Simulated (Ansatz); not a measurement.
# AlBr2HS: a ladder of functionals and wavefunction methods

An exercise on one series of results from a longer session: the logs are not shown, and one member is left open.

Method: functionals in def2-TZVPP, the program's frozen cores in correlated methods; program: Ansatz 0.2.0, Gaussian basis.

Levels to be run: LDA (SPW92), PBE-D4, revPBE-D4, BLYP-D4, r2SCAN-D4, B97M-V, PBE0-D4, B3LYP-D4, r2SCANh-D4, r2SCAN0-D4, HSE06-D4, BHLYP-D4, CAM-B3LYP-D4, LC-ωPBE, ωB97X-V, ωB97M-V, B2PLYP, PBE-QIDH; CCSD(T)/def2-SVP; CCSD(T)/def2-TZVPP; MP2/def2-QZVPP; extrapolation to the limit; RPA on PBE.

### Structure used throughout

The geometry comes from an earlier relaxation with PBE0-D4 in a triple-zeta def2 set; it is a stationary point.

SMILES `[SH][Al]([Br])[Br]`, 5 atoms, charge 0, spin multiplicity 1.

Atoms are counted from 1 here; the program's logs count them from 0.

Bond lengths: S1–Al2 2.160 Å, S1–H5 1.345 Å, Al2–Br3 2.234 Å, Al2–Br4 2.239 Å. Angles: Al2–S1–H5 92.2°, S1–Al2–Br3 118.7°, S1–Al2–Br4 121.0°, Br3–Al2–Br4 120.3°.

Geometry (Å):

```
S     0.0192    1.7070    0.3072
Al    0.2354   -0.4358    0.1455
Br    1.7175   -1.4664    1.4624
Br   -0.9950   -1.6137   -1.3079
H    -0.9272    1.7353   -0.6487
```

The first run:

Input file in.yaml:

```yaml
crystal:
  periodic: [false, false, false]
  atoms:
    - {symbol: S, position_ang: [0.019163, 1.707036, 0.307201]}
    - {symbol: Al, position_ang: [0.235393, -0.435832, 0.145476]}
    - {symbol: Br, position_ang: [1.717506, -1.466370, 1.462411]}
    - {symbol: Br, position_ang: [-0.994964, -1.613734, -1.307918]}
    - {symbol: H, position_ang: [-0.927198, 1.735299, -0.648671]}
basis:
  gaussian: {orbitals: def2-TZVPP}
hamiltonian: {xc: lda}
output: {orbitals: {seedname: orbitals}}
```

Run with:

```sh
> ansatz run in.yaml --threads 4 --pin off --events-out ev --progress --plain --max-ram 10444MiB
```

Among the steps run: LDA; PBE-D4 (GGA); revPBE-D4 (GGA); BLYP-D4 (GGA); r2SCAN-D4 (meta-GGA); B97M-V (meta-GGA); PBE0-D4 (hybrid); B3LYP-D4 (hybrid); r2SCANh-D4 (hybrid); r2SCAN0-D4 (hybrid); HSE06-D4 (hybrid); BHLYP-D4 (hybrid); CAM-B3LYP-D4 (range-separated); LC-ωPBE (range-separated); ωB97X-V (range-separated); ωB97M-V (range-separated); B2PLYP (double hybrid); PBE-QIDH (double hybrid).

One of the session's tables, all rows but one given; the rest of the session is left out.

It belongs to the step «Frontier levels by functional». 

| functional | HOMO (eV) | gap (eV) |
| --- | --- | --- |
| LDA (SPW92) | -7.14 | 4.80 |
| PBE-D4 | -6.99 | 4.94 |
| revPBE-D4 | ? | ? |
| BLYP-D4 | -6.79 | 4.84 |
| r2SCAN-D4 | -7.30 | 5.63 |
| B97M-V | -7.33 | 5.66 |
| PBE0-D4 | -8.21 | 6.98 |
| B3LYP-D4 | -7.94 | 6.47 |
| r2SCANh-D4 | -7.74 | 6.34 |
| r2SCAN0-D4 | -8.42 | 7.40 |
| HSE06-D4 | -7.81 | 6.21 |
| BHLYP-D4 | -9.26 | 8.88 |
| CAM-B3LYP-D4 | -9.51 | 9.24 |
| LC-ωPBE | -10.96 | 11.80 |
| ωB97X-V | -10.57 | 11.33 |
| ωB97M-V | -10.39 | 10.89 |

**Question.** Estimate the row for revPBE-D4.

The run gave: HOMO (eV): -6.93; gap (eV): 5.02. In the column «HOMO (eV)» it lies between PBE-D4 (-6.99) and BLYP-D4 (-6.79).
